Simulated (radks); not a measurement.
**Tb²⁷⁺ in [Kr] 4d2: an all-electron calculation**

An exercise on one series of results from a longer session: the logs are not shown, and one member is left open.

The numbers are computed with radks (a radial shooting solver on a logarithmic mesh, Libxc functionals) version 1 (Dirac Kohn-Sham, PBE, spin-unpolarised, spherical densities, finite nucleus; open shells fill j = l - 1/2 first), except any that are marked as measured or tabulated.

## What is computed

```
element            : terbium (Z = 65)
charge             : +27
electrons          : 38
configuration      : [Kr] 4d2
nuclear rms radius : 5.06 fm
```

Set-up of the first run:

Input:

```text
Z 65
configuration [Kr] 4d2
relativity Dirac
functional pbe,pbe
spin unpolarised
j_filling energy
nucleus finite rms 5.06 fm
c 137.035999084
```

One table of the session follows, with a row left open; its other results are not shown here.

It belongs to the step «Orbitals and density». From the orbitals of this run (lengths in bohr):

```
level      <r>  outermost maximum (interpolated)  90 % within  nodes
1s1/2  0.02151                            0.0136       0.0389      0
2s1/2  0.09092                            0.0777        0.141      1
2p1/2  0.07586                            0.0586        0.125      0
2p3/2  0.08280                            0.0645        0.134      0
3s1/2   0.2372                             0.219        0.348      2
3p1/2        ?                                 ?            ?      ?
3p3/2   0.2394                             0.219        0.358      1
3d3/2   0.2114                             0.173        0.329      0
3d5/2   0.2153                             0.177        0.334      0
4s1/2   0.4978                             0.483        0.706      3
4p1/2   0.4991                             0.482        0.714      2
4p3/2   0.5193                             0.503        0.742      2
4d3/2   0.5167                             0.493        0.754      1
4d5/2   0.5225                             0.499        0.761      1
```

Estimate the missing values for 3p1/2.

The run gave: <r>: 0.2266; outermost maximum (interpolated): 0.206; 90 % within: 0.340; nodes: 1. In the column «<r>» it lies between 3d5/2 (0.2153) and 3s1/2 (0.2372).

Caveats from the session: Spin polarisation and multiplet splitting are left out.
